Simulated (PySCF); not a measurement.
# Ru, Ru+: ionisation energy in x2c-TZVPPall plus 1 even-tempered diffuse shell per l, part 2 of 2

Wanted: the ionisation energy of ruthenium, up a ladder of methods.

PySCF 2.14.0; x2c-TZVPPall plus 1 even-tempered diffuse shell per l, scalar relativity by spin-free X2C-1e. The scripts are equivalent inputs of a driver's runs. The steps go on from the part before.

### 4 Ru+, method by method

Level: UHF.

Input file input.py:

```python
from pyscf import gto, scf, dft, mp, cc
import basis_set_exchange as bse
mol = gto.M(atom="Ru 0 0 0", charge=1, spin=3, symmetry="D2h",
            basis=gto.basis.parse(bse.get_basis("x2c-TZVPPall", elements=["Ru"], fmt="nwchem", augment_diffuse=1)),
            nucmod="G")
mf = scf.UHF(mol).sfx2c1e()
mf.irrep_nelec = {'Ag': (8, 7), 'B1g': (2, 2), 'B2g': (2, 1), 'B3g': (2, 1), 'B1u': (3, 3), 'B2u': (3, 3), 'B3u': (3, 3)}
mf.kernel()
```

Output:

```text
damping factor = 0
level_shift factor = 0
DIIS = <class 'pyscf.scf.diis.CDIIS'>
diis_start_cycle = 1
diis_space = 10
diis_damp = 0
SCF conv_tol = 1e-09
SCF conv_tol_grad = None
number electrons alpha = 23  beta = 20
cycle= 1 E= -4527.75806151435  delta_E= -0.00731  |g|= 0.0341  |ddm|= 0.0483
cycle= 2 E= -4527.75839762687  delta_E= -0.000336  |g|= 0.00833  |ddm|= 0.0108
cycle= 3 E= -4527.75842556708  delta_E= -2.79e-05  |g|= 0.00201  |ddm|= 0.00481
cycle= 4 E= -4527.75842736128  delta_E= -1.79e-06  |g|= 0.0008  |ddm|= 0.00121
cycle= 5 E= -4527.75842816727  delta_E= -8.06e-07  |g|= 0.000105  |ddm|= 0.00115
cycle= 6 E= -4527.75842817997  delta_E= -1.27e-08  |g|= 2.72e-05  |ddm|= 0.000147
cycle= 7 E= -4527.75842818042  delta_E= -4.49e-10  |g|= 5.1e-06  |ddm|= 2.91e-05
converged SCF energy = -4527.75842818042  <S^2> = 3.7556998  2S+1 = 4.0028489
```

It used 2.4 s of CPU time after the integrals (shared host).

Orbital energies by shell (radii are means over both spins):

| shell | electrons | mean orbital energy (eV) | spread (eV) | rms radius (bohr) |
| --- | --- | --- | --- | --- |
| 1s β | 1 | -22241.4 | 0 | 0.0384 |
| 1s α | 1 | -22241.4 | 0 | 0.0384 |
| 2s α | 1 | -3283.9 | 0 | 0.158 |
| 2s β | 1 | -3283.1 | 0 | 0.158 |
| 2p α | 3 | -2936.3 | 0 | 0.140 |
| 2p β | 3 | -2935.6 | 0 | 0.140 |
| 3s α | 1 | -618.49 | 0 | 0.428 |
| 3s β | 1 | -618.13 | 0 | 0.428 |
| 3p α | 3 | -501.12 | 0 | 0.432 |
| 3p β | 3 | -500.67 | 0 | 0.432 |
| 3d α | 5 | -312.17 | 0.263 | 0.419 |
| 3d β | 5 | -311.10 | 0.981 | 0.419 |
| 4s α | 1 | -103.18 | 0 | 1.10 |
| 4s β | 1 | -98.653 | 0 | 1.10 |
| 4p α | 3 | -68.786 | 0 | 1.22 |
| 4p β | 3 | -62.849 | 0 | 1.22 |
| 4d α | 5 | -18.959 | 1.048 | 1.77 |
| 4d β | 2 | -16.654 | 0 | 1.77 |

⟨S²⟩ = 3.756, ⟨L²⟩ = 12.05.

Spin-orbit constants on these orbitals (cm⁻¹; bare nucleus, screened nucleus, mean field): 4d 1347, 1041, n/a. To first order in LS coupling the lowest level has J = 9/2 and lies 0.194 eV below the centre of the term.

Level: LDA.

input.py, as changed from the run before:

```diff
@@ -5,3 +5,3 @@
             nucmod="G")
-mf = scf.UHF(mol).sfx2c1e()
+mf = dft.UKS(mol, xc="LDA,VWN").sfx2c1e()
 mf.irrep_nelec = {'Ag': (8, 7), 'B1g': (2, 2), 'B2g': (2, 1), 'B3g': (2, 1), 'B1u': (3, 3), 'B2u': (3, 3), 'B3u': (3, 3)}
```

Output:

```text
damping factor = 0
level_shift factor = 0
DIIS = <class 'pyscf.scf.diis.CDIIS'>
diis_start_cycle = 1
diis_space = 10
diis_damp = 0
SCF conv_tol = 1e-09
SCF conv_tol_grad = None
number electrons alpha = 23  beta = 20
XC functionals = LDA,VWN
    P. A. M. Dirac.,  Math. Proc. Cambridge Philos. Soc. 26, 376 (1930)
    F. Bloch.,  Z. Phys. 57, 545 (1929)
    S. H. Vosko, L. Wilk, and M. Nusair.,  Can. J. Phys. 58, 1200 (1980)
cycle= 1 E= -4524.98098355602  delta_E= -0.0217  |g|= 0.109  |ddm|= 0.192
cycle= 2 E= -4524.97981791123  delta_E= 0.00117  |g|= 0.116  |ddm|= 0.0801
cycle= 3 E= -4524.98228241924  delta_E= -0.00246  |g|= 0.0202  |ddm|= 0.0608
cycle= 4 E= -4524.98238147154  delta_E= -9.91e-05  |g|= 0.00114  |ddm|= 0.0108
cycle= 5 E= -4524.98238192101  delta_E= -4.49e-07  |g|= 7.17e-05  |ddm|= 0.000634
cycle= 6 E= -4524.98238192264  delta_E= -1.63e-09  |g|= 1.18e-06  |ddm|= 3.93e-05
cycle= 7 E= -4524.98238192264  delta_E= -2.73e-12  |g|= 1.28e-07  |ddm|= 1.34e-06
converged SCF energy = -4524.98238192264  <S^2> = 3.7512055  2S+1 = 4.0006027
```

CPU time 1.8 s on a shared host, the integrals not counted.

Level: PBE.

input.py, as changed from the run before:

```diff
@@ -5,3 +5,3 @@
             nucmod="G")
-mf = dft.UKS(mol, xc="LDA,VWN").sfx2c1e()
+mf = dft.UKS(mol, xc="PBE").sfx2c1e()
 mf.irrep_nelec = {'Ag': (8, 7), 'B1g': (2, 2), 'B2g': (2, 1), 'B3g': (2, 1), 'B1u': (3, 3), 'B2u': (3, 3), 'B3u': (3, 3)}
```

Output:

```text
damping factor = 0
level_shift factor = 0
DIIS = <class 'pyscf.scf.diis.CDIIS'>
diis_start_cycle = 1
diis_space = 10
diis_damp = 0
SCF conv_tol = 1e-09
SCF conv_tol_grad = None
number electrons alpha = 23  beta = 20
XC functionals = PBE
    J. P. Perdew, K. Burke, and M. Ernzerhof.,  Phys. Rev. Lett. 77, 3865 (1996)
    J. P. Perdew, K. Burke, and M. Ernzerhof.,  Phys. Rev. Lett. 78, 1396 (1997)
    J. P. Perdew, K. Burke, and M. Ernzerhof.,  Phys. Rev. Lett. 77, 3865 (1996)
    J. P. Perdew, K. Burke, and M. Ernzerhof.,  Phys. Rev. Lett. 78, 1396 (1997)
cycle= 1 E= -4529.6393515695  delta_E= -0.0142  |g|= 0.0759  |ddm|= 0.145
cycle= 2 E= -4529.63877448095  delta_E= 0.000577  |g|= 0.0818  |ddm|= 0.0585
cycle= 3 E= -4529.64005206939  delta_E= -0.00128  |g|= 0.0132  |ddm|= 0.0429
cycle= 4 E= -4529.64009564343  delta_E= -4.36e-05  |g|= 0.000787  |ddm|= 0.00721
cycle= 5 E= -4529.64009585431  delta_E= -2.11e-07  |g|= 0.000114  |ddm|= 0.000473
cycle= 6 E= -4529.64009585885  delta_E= -4.54e-09  |g|= 1.87e-06  |ddm|= 6.36e-05
cycle= 7 E= -4529.64009585886  delta_E= -9.09e-12  |g|= 5.64e-08  |ddm|= 1.58e-06
converged SCF energy = -4529.64009585886  <S^2> = 3.7516107  2S+1 = 4.0008053
```

CPU time 3.1 s on a shared host, the integrals not counted.

Level: PBE0.

input.py, as changed from the run before:

```diff
@@ -5,3 +5,3 @@
             nucmod="G")
-mf = dft.UKS(mol, xc="PBE").sfx2c1e()
+mf = dft.UKS(mol, xc="PBE0").sfx2c1e()
 mf.irrep_nelec = {'Ag': (8, 7), 'B1g': (2, 2), 'B2g': (2, 1), 'B3g': (2, 1), 'B1u': (3, 3), 'B2u': (3, 3), 'B3u': (3, 3)}
```

Output:

```text
damping factor = 0
level_shift factor = 0
DIIS = <class 'pyscf.scf.diis.CDIIS'>
diis_start_cycle = 1
diis_space = 10
diis_damp = 0
SCF conv_tol = 1e-09
SCF conv_tol_grad = None
number electrons alpha = 23  beta = 20
XC functionals = PBE0
    C. Adamo and V. Barone.,  J. Chem. Phys. 110, 6158 (1999)
    M. Ernzerhof and G. E. Scuseria.,  J. Chem. Phys. 110, 5029 (1999)
cycle= 1 E= -4529.72058188049  delta_E= -0.00881  |g|= 0.0362  |ddm|= 0.0977
cycle= 2 E= -4529.72064801847  delta_E= -6.61e-05  |g|= 0.0165  |ddm|= 0.0149
cycle= 3 E= -4529.72067124249  delta_E= -2.32e-05  |g|= 0.00562  |ddm|= 0.00866
cycle= 4 E= -4529.7206782641  delta_E= -7.02e-06  |g|= 0.000859  |ddm|= 0.00323
cycle= 5 E= -4529.72067850567  delta_E= -2.42e-07  |g|= 6.9e-05  |ddm|= 0.000533
cycle= 6 E= -4529.72067850848  delta_E= -2.81e-09  |g|= 7.85e-06  |ddm|= 6.45e-05
cycle= 7 E= -4529.72067850851  delta_E= -2.64e-11  |g|= 3.74e-07  |ddm|= 6.94e-06
converged SCF energy = -4529.72067850851  <S^2> = 3.7522208  2S+1 = 4.0011103
```

CPU time 3.8 s on a shared host, the integrals not counted.

Level: r2SCAN.

input.py, as changed from the run before:

```diff
@@ -5,3 +5,3 @@
             nucmod="G")
-mf = dft.UKS(mol, xc="PBE0").sfx2c1e()
+mf = dft.UKS(mol, xc="R2SCAN").sfx2c1e()
 mf.irrep_nelec = {'Ag': (8, 7), 'B1g': (2, 2), 'B2g': (2, 1), 'B3g': (2, 1), 'B1u': (3, 3), 'B2u': (3, 3), 'B3u': (3, 3)}
```

Output:

```text
damping factor = 0
level_shift factor = 0
DIIS = <class 'pyscf.scf.diis.CDIIS'>
diis_start_cycle = 1
diis_space = 10
diis_damp = 0
SCF conv_tol = 1e-09
SCF conv_tol_grad = None
number electrons alpha = 23  beta = 20
XC functionals = R2SCAN
    J. W. Furness, A. D. Kaplan, J. Ning, J. P. Perdew, and J. Sun.,  J. Phys. Chem. Lett. 11, 8208-8215 (2020)
    J. W. Furness, A. D. Kaplan, J. Ning, J. P. Perdew, and J. Sun.,  J. Phys. Chem. Lett. 11, 9248-9248 (2020)
    J. W. Furness, A. D. Kaplan, J. Ning, J. P. Perdew, and J. Sun.,  J. Phys. Chem. Lett. 11, 8208-8215 (2020)
    J. W. Furness, A. D. Kaplan, J. Ning, J. P. Perdew, and J. Sun.,  J. Phys. Chem. Lett. 11, 9248-9248 (2020)
cycle= 1 E= -4530.04497464602  delta_E= -0.00955  |g|= 0.0482  |ddm|= 0.0902
cycle= 2 E= -4530.04497737672  delta_E= -2.73e-06  |g|= 0.0335  |ddm|= 0.0249
cycle= 3 E= -4530.04511931537  delta_E= -0.000142  |g|= 0.00988  |ddm|= 0.0183
cycle= 4 E= -4530.04514298904  delta_E= -2.37e-05  |g|= 0.00079  |ddm|= 0.00533
cycle= 5 E= -4530.04514317938  delta_E= -1.9e-07  |g|= 7.95e-05  |ddm|= 0.000467
cycle= 6 E= -4530.04514318202  delta_E= -2.63e-09  |g|= 7.03e-06  |ddm|= 7.56e-05
cycle= 7 E= -4530.04514318217  delta_E= -1.54e-10  |g|= 2.75e-06  |ddm|= 4.4e-05
converged SCF energy = -4530.04514318217  <S^2> = 3.7532947  2S+1 = 4.001647
```

It used 6.3 s of CPU time after the integrals (shared host).

Level: M06.

input.py, as changed from the run before:

```diff
@@ -5,3 +5,3 @@
             nucmod="G")
-mf = dft.UKS(mol, xc="R2SCAN").sfx2c1e()
+mf = dft.UKS(mol, xc="M06").sfx2c1e()
 mf.irrep_nelec = {'Ag': (8, 7), 'B1g': (2, 2), 'B2g': (2, 1), 'B3g': (2, 1), 'B1u': (3, 3), 'B2u': (3, 3), 'B3u': (3, 3)}
```

Output:

```text
damping factor = 0
level_shift factor = 0
DIIS = <class 'pyscf.scf.diis.CDIIS'>
diis_start_cycle = 1
diis_space = 10
diis_damp = 0
SCF conv_tol = 1e-09
SCF conv_tol_grad = None
number electrons alpha = 23  beta = 20
XC functionals = M06
    Y. Zhao and D. G. Truhlar.,  Theor. Chem. Acc. 120, 215 (2008)
    Y. Zhao and D. G. Truhlar.,  Theor. Chem. Acc. 120, 215 (2008)
cycle= 1 E= -4530.07616097315  delta_E= -0.00674  |g|= 0.0346  |ddm|= 0.108
cycle= 2 E= -4530.07621450924  delta_E= -5.35e-05  |g|= 0.0178  |ddm|= 0.018
cycle= 3 E= -4530.07624786279  delta_E= -3.34e-05  |g|= 0.00578  |ddm|= 0.00951
cycle= 4 E= -4530.0762552194  delta_E= -7.36e-06  |g|= 0.000513  |ddm|= 0.0031
cycle= 5 E= -4530.0762553346  delta_E= -1.15e-07  |g|= 7.36e-05  |ddm|= 0.000464
cycle= 6 E= -4530.07625533707  delta_E= -2.46e-09  |g|= 8.21e-06  |ddm|= 7.19e-05
cycle= 7 E= -4530.07625533712  delta_E= -4.91e-11  |g|= 1.25e-06  |ddm|= 1.5e-05
converged SCF energy = -4530.07625533712  <S^2> = 3.7563905  2S+1 = 4.003194
```

It used 6.5 s of CPU time after the integrals (shared host).

Level: TPSS.

input.py, as changed from the run before:

```diff
@@ -5,3 +5,3 @@
             nucmod="G")
-mf = dft.UKS(mol, xc="M06").sfx2c1e()
+mf = dft.UKS(mol, xc="TPSS").sfx2c1e()
 mf.irrep_nelec = {'Ag': (8, 7), 'B1g': (2, 2), 'B2g': (2, 1), 'B3g': (2, 1), 'B1u': (3, 3), 'B2u': (3, 3), 'B3u': (3, 3)}
```

Output:

```text
damping factor = 0
level_shift factor = 0
DIIS = <class 'pyscf.scf.diis.CDIIS'>
diis_start_cycle = 1
diis_space = 10
diis_damp = 0
SCF conv_tol = 1e-09
SCF conv_tol_grad = None
number electrons alpha = 23  beta = 20
XC functionals = TPSS
    J. Tao, J. P. Perdew, V. N. Staroverov, and G. E. Scuseria.,  Phys. Rev. Lett. 91, 146401 (2003)
    J. P. Perdew, J. Tao, V. N. Staroverov, and G. E. Scuseria.,  J. Chem. Phys. 120, 6898 (2004)
    J. Tao, J. P. Perdew, V. N. Staroverov, and G. E. Scuseria.,  Phys. Rev. Lett. 91, 146401 (2003)
    J. P. Perdew, J. Tao, V. N. Staroverov, and G. E. Scuseria.,  J. Chem. Phys. 120, 6898 (2004)
cycle= 1 E= -4529.87015123454  delta_E= -0.0125  |g|= 0.0767  |ddm|= 0.119
cycle= 2 E= -4529.86991752689  delta_E= 0.000234  |g|= 0.0663  |ddm|= 0.0477
cycle= 3 E= -4529.87060710679  delta_E= -0.00069  |g|= 0.0164  |ddm|= 0.0362
cycle= 4 E= -4529.87067524997  delta_E= -6.81e-05  |g|= 0.000983  |ddm|= 0.00877
cycle= 5 E= -4529.8706755643  delta_E= -3.14e-07  |g|= 0.000153  |ddm|= 0.000596
cycle= 6 E= -4529.87067557241  delta_E= -8.1e-09  |g|= 2.16e-06  |ddm|= 8.39e-05
cycle= 7 E= -4529.87067557242  delta_E= -9.09e-12  |g|= 7.3e-08  |ddm|= 1.99e-06
converged SCF energy = -4529.87067557242  <S^2> = 3.7517066  2S+1 = 4.0008532
```

It used 6.6 s of CPU time after the integrals (shared host).

Level: LC-wPBE.

input.py, as changed from the run before:

```diff
@@ -5,3 +5,3 @@
             nucmod="G")
-mf = dft.UKS(mol, xc="TPSS").sfx2c1e()
+mf = dft.UKS(mol, xc="LC_WPBE").sfx2c1e()
 mf.irrep_nelec = {'Ag': (8, 7), 'B1g': (2, 2), 'B2g': (2, 1), 'B3g': (2, 1), 'B1u': (3, 3), 'B2u': (3, 3), 'B3u': (3, 3)}
```

Output:

```text
damping factor = 0
level_shift factor = 0
DIIS = <class 'pyscf.scf.diis.CDIIS'>
diis_start_cycle = 1
diis_space = 10
diis_damp = 0
SCF conv_tol = 1e-09
SCF conv_tol_grad = None
number electrons alpha = 23  beta = 20
XC functionals = LC_WPBE
    O. A. Vydrov and G. E. Scuseria.,  J. Chem. Phys. 125, 234109 (2006)
cycle= 1 E= -4529.63073247016  delta_E= -0.0112  |g|= 0.0535  |ddm|= 0.0976
cycle= 2 E= -4529.63093225571  delta_E= -0.0002  |g|= 0.0149  |ddm|= 0.0181
cycle= 3 E= -4529.63094683704  delta_E= -1.46e-05  |g|= 0.0021  |ddm|= 0.00406
cycle= 4 E= -4529.63094859747  delta_E= -1.76e-06  |g|= 0.00132  |ddm|= 0.00193
cycle= 5 E= -4529.63094912125  delta_E= -5.24e-07  |g|= 0.000158  |ddm|= 0.00077
cycle= 6 E= -4529.63094916512  delta_E= -4.39e-08  |g|= 1.1e-05  |ddm|= 0.000278
cycle= 7 E= -4529.6309491653  delta_E= -1.83e-10  |g|= 8.5e-07  |ddm|= 1.94e-05
converged SCF energy = -4529.6309491653  <S^2> = 3.7520527  2S+1 = 4.0010262
```

CPU time 8.4 s on a shared host, the integrals not counted.

Level: TPSSh.

input.py, as changed from the run before:

```diff
@@ -5,3 +5,3 @@
             nucmod="G")
-mf = dft.UKS(mol, xc="LC_WPBE").sfx2c1e()
+mf = dft.UKS(mol, xc="TPSSH").sfx2c1e()
 mf.irrep_nelec = {'Ag': (8, 7), 'B1g': (2, 2), 'B2g': (2, 1), 'B3g': (2, 1), 'B1u': (3, 3), 'B2u': (3, 3), 'B3u': (3, 3)}
```

Output:

```text
damping factor = 0
level_shift factor = 0
DIIS = <class 'pyscf.scf.diis.CDIIS'>
diis_start_cycle = 1
diis_space = 10
diis_damp = 0
SCF conv_tol = 1e-09
SCF conv_tol_grad = None
number electrons alpha = 23  beta = 20
XC functionals = TPSSH
    V. N. Staroverov, G. E. Scuseria, J. Tao, and J. P. Perdew.,  J. Chem. Phys. 119, 12129 (2003)
cycle= 1 E= -4529.87983030157  delta_E= -0.0106  |g|= 0.0595  |ddm|= 0.103
cycle= 2 E= -4529.87986029501  delta_E= -3e-05  |g|= 0.0392  |ddm|= 0.0298
cycle= 3 E= -4529.88004758057  delta_E= -0.000187  |g|= 0.0118  |ddm|= 0.0215
cycle= 4 E= -4529.88008130502  delta_E= -3.37e-05  |g|= 0.000877  |ddm|= 0.00634
cycle= 5 E= -4529.88008154985  delta_E= -2.45e-07  |g|= 0.000117  |ddm|= 0.000543
cycle= 6 E= -4529.88008155455  delta_E= -4.7e-09  |g|= 5.06e-06  |ddm|= 6.84e-05
cycle= 7 E= -4529.88008155457  delta_E= -1.73e-11  |g|= 1.19e-07  |ddm|= 4.4e-06
converged SCF energy = -4529.88008155457  <S^2> = 3.7519508  2S+1 = 4.0009753
```

It used 7.1 s of CPU time after the integrals (shared host).

### 5 Ru+, continued

Level: MP2 (valence).

Changes to input.py since step 4:

```diff
@@ -5,4 +5,5 @@
             nucmod="G")
-mf = dft.UKS(mol, xc="TPSSH").sfx2c1e()
+mf = scf.UHF(mol).sfx2c1e()
 mf.irrep_nelec = {'Ag': (8, 7), 'B1g': (2, 2), 'B2g': (2, 1), 'B3g': (2, 1), 'B1u': (3, 3), 'B2u': (3, 3), 'B3u': (3, 3)}
 mf.kernel()
+mp.UMP2(mf, frozen=18).kernel()
```

No log was kept for this step.

CPU time 0.67 s on a shared host, the integrals not counted.

With 7 electrons correlated, the MP2 correlation energy is -0.15712 hartree (-0.06570 same spin, -0.09142 opposite spin); the SCS form gives -0.13161. Largest pairs of shells: 4d-4d -0.1571.

Level: MP2 (valence and next inner shell).

input.py, as changed from the run before:

```diff
@@ -8,2 +8,2 @@
 mf.kernel()
-mp.UMP2(mf, frozen=18).kernel()
+mp.UMP2(mf, frozen=14).kernel()
```

The driver printed no log here.

It used 0.9 s of CPU time after the integrals (shared host).

With 15 electrons correlated, the MP2 correlation energy is -0.44709 hartree (-0.14439 same spin, -0.30270 opposite spin); the SCS form gives -0.41137. Largest pairs of shells: 4p-4d -0.1690, 4d-4d -0.1571, 4p-4p -0.0612, 4s-4p -0.0284, 4s-4d -0.0266.

Radial density 4πr²ρ of Ru+ at UHF, without picture-change correction:

| r (bohr) | density | spin density |
| --- | --- | --- |
| 0.000549 | 0.500 | 0.000 |
| 0.000924 | 1.20 | 0.000 |
| 0.00155 | 2.83 | 0.000 |
| 0.00261 | 6.43 | 0.000 |
| 0.00440 | 13.8 | -0.001 |
| 0.00739 | 27.0 | -0.001 |
| 0.0124 | 44.5 | -0.002 |
| 0.0209 | 56.0 | -0.002 |
| 0.0352 | 50.6 | -0.002 |
| 0.0592 | 50.9 | 0.002 |
| 0.0996 | 69.7 | 0.070 |
| 0.167 | 49.9 | 0.329 |
| 0.282 | 52.6 | 0.432 |
| 0.474 | 33.2 | -0.006 |
| 0.797 | 13.3 | 1.063 |
| 1.34 | 10.4 | 2.143 |
| 2.25 | 2.14 | 0.745 |
| 3.79 | 0.164 | 0.049 |
| 6.38 | 0.00109 | 0.000 |
| 10.7 | 1.19e-05 | 0.000 |

### 6 Orbital energies side by side

Highest occupied Hartree-Fock shell of each state: Ru 5s α at -6.482 eV; Ru+ 4d β at -16.654 eV.

### 7 The energy differences

Ionisation energy: Ru [Kr] 4d7 5s1 (5F) → Ru+ [Kr] 4d7 (4F).

| method | value (eV) | error (eV) | CPU time, both states (s) |
| --- | --- | --- | --- |
| UHF | 6.297 | -1.068 | 6.2 |
| LDA | 8.027 | +0.662 | 4.1 |
| PBE | 7.750 | +0.385 | 6.8 |
| PBE0 | 7.460 | +0.095 | 8.2 |
| r2SCAN | 7.660 | +0.295 | 12 |
| M06 | 7.206 | -0.159 | 15 |
| TPSS | 7.543 | +0.178 | 13 |
| LC-wPBE | 7.099 | -0.266 | 18 |
| TPSSh | 7.440 | +0.075 | 15 |
| MP2 (valence) | 7.147 | -0.218 | 7.6 |
| SCS-MP2 (valence) | 6.886 | -0.479 | 7.6 |
| MP2 (valence and next inner shell) | 7.377 | +0.013 | 8.1 |
| SCS-MP2 (valence and next inner shell) | 7.087 | -0.278 | 8.1 |

Reference: 7.365 eV (measured; NIST levels, between the centres of gravity of the two terms). Errors of the correlated levels include the incompleteness of this basis.

Times are CPU seconds on a shared host without the integrals; correlated rows include their Hartree-Fock run, whose time holds the symmetry-adapted start and any spin-orbit constants, while functionals begin from orbitals already made.

### 8 Results

What follows sums up all 2 parts.

| quantity | value |
| --- | --- |
| ionisation energy, Ru | UHF 6.297, MP2 (valence and next inner shell) 7.377 eV; reference 7.365 |

Accuracy against cost (mean over 1 difference):

| method | mean absolute miss against the measured value (with the measured fine structure taken into account where it is known) (eV) | CPU time, both states (s) |
| --- | --- | --- |
| UHF | 1.068 | 6.2 |
| LDA | 0.662 | 4.1 |
| PBE | 0.385 | 6.8 |
| PBE0 | 0.095 | 8.2 |
| r2SCAN | 0.295 | 12 |
| M06 | 0.159 | 15 |
| TPSS | 0.178 | 13 |
| LC-wPBE | 0.266 | 18 |
| TPSSh | 0.075 | 15 |
| MP2 (valence) | 0.218 | 7.6 |
| SCS-MP2 (valence) | 0.479 | 7.6 |
| MP2 (valence and next inner shell) | 0.013 | 8.1 |
| SCS-MP2 (valence and next inner shell) | 0.278 | 8.1 |

**Reading.** MP2 (valence and next inner shell) lands nearest to the measured value (off by 0.01 eV); UHF misses by most (1.07 eV). In a finite basis a lower level can come nearest by cancelling errors. Hartree-Fock falls short because the species with more electrons holds more correlation energy, which it lacks. PBE is off by +0.39 eV. All values hold for this basis alone; no basis-set limit was taken. The dearest level timed, LC-wPBE, costs 4.5 times the cheapest, LDA, and differs from the measured value (with the measured fine structure taken into account where it is known) by 0.27 against 0.66 eV.
